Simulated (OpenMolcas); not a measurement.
# Os⁶⁺ among point charges: CASSCF and CASPT2 levels and susceptibility

Aim: the splitting of the states of Os⁶⁺ in the field of 8 point charges, its lowest levels with spin-orbit coupling and its magnetic susceptibility.

The numbers are computed with OpenMolcas 26.06 (state-averaged CASSCF and CASPT2, spin-orbit coupling by RASSI with atomic mean-field integrals), except any that are marked as measured or tabulated.

## (1) What is computed

| Property | Result |
| --- | --- |
| Species | Os⁶⁺ (osmium, Z = 76, 70 electrons) |
| Basis | ANO-RCC-VDZP [7s6p4d2f1g], 68 functions |
| Scalar Hamiltonian | DKH2, point nucleus |
| Inactive shells | 1s 2s 2p 3s 3p 3d 4s 4p 4d 4f 5s 5p |
| Active space | 2 electrons in 5 orbitals (5d) |
| Some configurations of this space | 5d2 |
| Orbitals | optimised for each spin and parity, averaged over all roots |

The outer shells:

5d2
```
5d [↑ ][↑ ][  ][  ][  ]
```

The ion sits among 8 point charges of -1.2 e arranged as a cube (Oh), 1.98 Å from the ion.

Each step is its own input file, run in one work folder so that later steps find the files of earlier ones. Labels, J, g values, rates, χT and fits are worked out afterwards by a script from the matrices that RASSI stores. The input lists half of the charges; inversion (Group=XYZ) makes the rest.

## (2) Basis and integrals

Input file a.inp:

```
&GATEWAY
Coord
1

Os 0.0 0.0 0.0
Basis=ANO-RCC-VDZP
Group=XYZ
NoMove
AngMom=0.0 0.0 0.0
AMFI
XField
4 Angstrom 0
1.143154 1.143154 1.143154 -1.200000
1.143154 1.143154 -1.143154 -1.200000
1.143154 -1.143154 1.143154 -1.200000
1.143154 -1.143154 -1.143154 -1.200000
&SEWARD
```

The run is started by

```bash
> OMP_NUM_THREADS=1 MOLCAS_MEM=1689 MOLCAS_PROJECT=a pymolcas a.inp > a.log
```

## (3) Reference wave functions, triplets of even parity, 10 roots

Input file a.inp:

```
&RASSCF
FileOrb=start.orb
Symmetry=1
Spin=3
nActEl=2 0 0
Inactive=15 19
Ras2=5 0
CIRoot=10 10 1
SDav=10
CIMx=300
Iter=120 100
PrWF=0.3
OrbListing=Nothing
MaxOrb=0
>>> COPY $Project.JobIph JOB001
```

start.orb holds the contracted functions of the basis, ordered by shell, or the orbitals of the step before.

## (4) CASSCF: singlets of even parity, 15 roots

Input file a.inp:

```
&RASSCF
FileOrb=start.orb
Symmetry=1
Spin=1
nActEl=2 0 0
Inactive=15 19
Ras2=5 0
CIRoot=15 15 1
SDav=15
CIMx=300
Iter=120 100
PrWF=0.3
OrbListing=Nothing
MaxOrb=0
>>> COPY $Project.JobIph JOB002
```

## (5) State interaction with spin-orbit coupling

Input file a.inp:

```
&RASSI
NrOfJobIphs=2 10 15
1 2 3 4 5 6 7 8 9 10
1 2 3 4 5 6 7 8 9 10 11 12 13 14 15
IphNames
JOB001
JOB002
EJob
SpinOrbit
DIPRint=1.0
SOCoupling=1000.0
Subsets=2
Property=9
'ANGMOM' 1 'ANGMOM' 2 'ANGMOM' 3 'MLTPL  1' 1 'MLTPL  1' 2 'MLTPL  1' 3
'AMFI' 1 'AMFI' 2 'AMFI' 3
SOProperty=3
'ANGMOM' 1 'ANGMOM' 2 'ANGMOM' 3
```

## (6) CASPT2: IPEA 0.25, imaginary shift 0.1 (closed shells correlated: 5s 5p)

Input file a.inp:

```
>>> COPY JOB001 $Project.JobIph
&CASPT2
Multistate=10 1 2 3 4 5 6 7 8 9 10
NoMult
Frozen=14 16
IPEA=0.25
Imaginary=0.1
MaxIter=60
WThr=0.0 0.3 0.05
PrWF=0.5
NoMix
>>> COPY JOB002 $Project.JobIph
&CASPT2
Multistate=15 1 2 3 4 5 6 7 8 9 10 11 12 13 14 15
NoMult
Frozen=14 16
IPEA=0.25
Imaginary=0.1
MaxIter=60
WThr=0.0 0.3 0.05
PrWF=0.5
NoMix
```

(Steps that only read results are left out.)

Before running it: what results should come out? Wanted: spin-free ground state; first state of the same spin within the active space; lowest level; next level.

**Answer**, as computed:

| quantity | value |
| --- | --- |
| method | SS-CASPT2, IPEA 0.25, imaginary shift 0.1 (closed shells correlated: 5s 5p) |
| spin-free ground state | 3A2, 1-fold in its orbital part |
| first state of the same spin within the active space | 3T2 at 4620 cm⁻¹ |
| lowest level | 3-fold T2 |
| next level | 1798.7 cm⁻¹ |
| χT at 300 K | 0.11 cm³ K/mol |
| effective moment at 300 K | 0.93 μB |

Cost by method:

```
                                              method  time of its own steps  time with the reference
                                           A. CASSCF                  5.3 s                    5.3 s
B. SS-CASPT2, IPEA 0.25, imaginary shift 0.1, +5s 5p                  2.9 s                    8.2 s
```

Times are of one thread on a shared host.

The spin-free ground state (3A2) comes to 100 % from free-ion F terms and keeps the highest spin of the shell. χT at 300 K is 0.11, against 1.00 cm³ K/mol for the spin alone, so spin-orbit coupling lowers it. CASPT2 does not keep the components of a term degenerate, and the means are used. The field of point charges can differ much from that of real complexes. This is an electrostatic model: the charges have no orbitals.
